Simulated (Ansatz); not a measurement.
Mg6SiSb:

```
Sb Si Mg
1.0
     5.14715    0.00000    0.00000
     0.00000    2.98595    5.76781
     0.00000   -2.98595    5.76781
Sb Si Mg
1 1 6
Direct
  0.50000 0.64342 0.64342
  0.00000 0.87804 0.87804
  0.50000 0.17178 0.17178
  0.50000 0.66248 0.14696
  0.50000 0.14696 0.66248
  0.00000 0.32817 0.32817
  0.00000 0.83699 0.33215
  0.00000 0.33215 0.83699
```

The cell comes from a database or a generator and needn't be the stable form of this composition.

Base run:

* Program: Ansatz 0.2.0
* Functional: PBE
* Potentials or basis: Ansatz PAW
* Cutoff: 420 eV
* Density cutoff: 1680 eV
* k mesh: 5 × 5 × 5
* Occupations: fermi-dirac, width 0.05 eV
* Spin: no spin polarisation

Its results: band gap on the k mesh none (metal or under the smearing width); pressure 0.2 GPa; largest force 0.059 eV/Å.

Question: The run is repeated on the same cell with these changes: functional from PBE to PBEsol; occupations from fermi-dirac, width 0.05 eV to gaussian, width 0.02 eV. What comes out?

Answer: Band gap on the k mesh none (metal or under the smearing width); pressure -0.9 GPa; largest force 0.048 eV/Å.

Caveats: the PAW data sets come from PBE, with cores solved anew for the run's functional, which leaves a small shift of forces and pressure (some runs).

Not every run made on this cell is shown here.
